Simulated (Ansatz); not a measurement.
# H₃BrO, space group Cm: a scan of one input key

Run with Ansatz 0.2.0, Python API.

Script `edit_h3bro.py`:
```python
import warnings

import ansatz as az
import numpy as np

XC = "lda"
MESH = (6, 6, 6)
SMEARING = "Methfessel-Paxton"
WIDTH_EV = 0.02


def main() -> None:
    warnings.simplefilter("ignore", az.DeckWarning)

    vectors = np.array([
        [3.486419, -2.476209, 0.0],
        [3.486419, 2.476209, 0.0],
        [-1.714341, 0.0, 4.084576],
    ])
    structure = (
        az.Lattice.of(vectors)
        .atom("H", (0.314472, 0.314472, 0.352441))
        .atom("H", (0.642675, 0.307942, 0.680036))
        .atom("H", (0.307942, 0.642675, 0.680036))
        .atom("Br", (0.016087, 0.016087, 0.98866))
        .atom("O", (0.460242, 0.460242, 0.536286))
    )

    calculation = (
        structure.calculation()
        .functional(XC)
        .kpoints(*MESH)
        .occupations(SMEARING, width=WIDTH_EV)
        .band_table()
    )
    typed = calculation.input()
    rows = []
    for value in [2, 6, 12]:
        edited = typed.set(az.key.scf.n_extra_bands, value)
        rep = az.Session.from_dict(edited).plan().execute().report
        rows.append((value, rep["free_energy_ev"], rep["n_iterations"], len(rep["eigenvalues_ev"][0]) if "eigenvalues_ev" in rep else 0))
    print("   extra bands            F eV      iterations    bands listed")
    for row in rows:
        print(f"{str(row[0]):>14s}  {row[1]:14.5f}  {row[2]:14d}  {row[3]:14d}")


if __name__ == "__main__":
    main()
```

```console
$ python edit_h3bro.py
   extra bands            F eV      iterations    bands listed
             2     -3297.48881               7              10
             6     -3297.48881               7              14
            12     -3297.48881               7              20
```

Reading the output:
- Absolute energies stand on the zero of these potentials, so only differences at equal settings mean something. A total without «per atom» is that of the whole cell that was run.
- This cell is a computed structure, which may not be the phase found in nature.
- Timing: 19 s on 1 thread of Arm Neoverse V2, with other jobs on the host, peak memory 0.47 GiB.
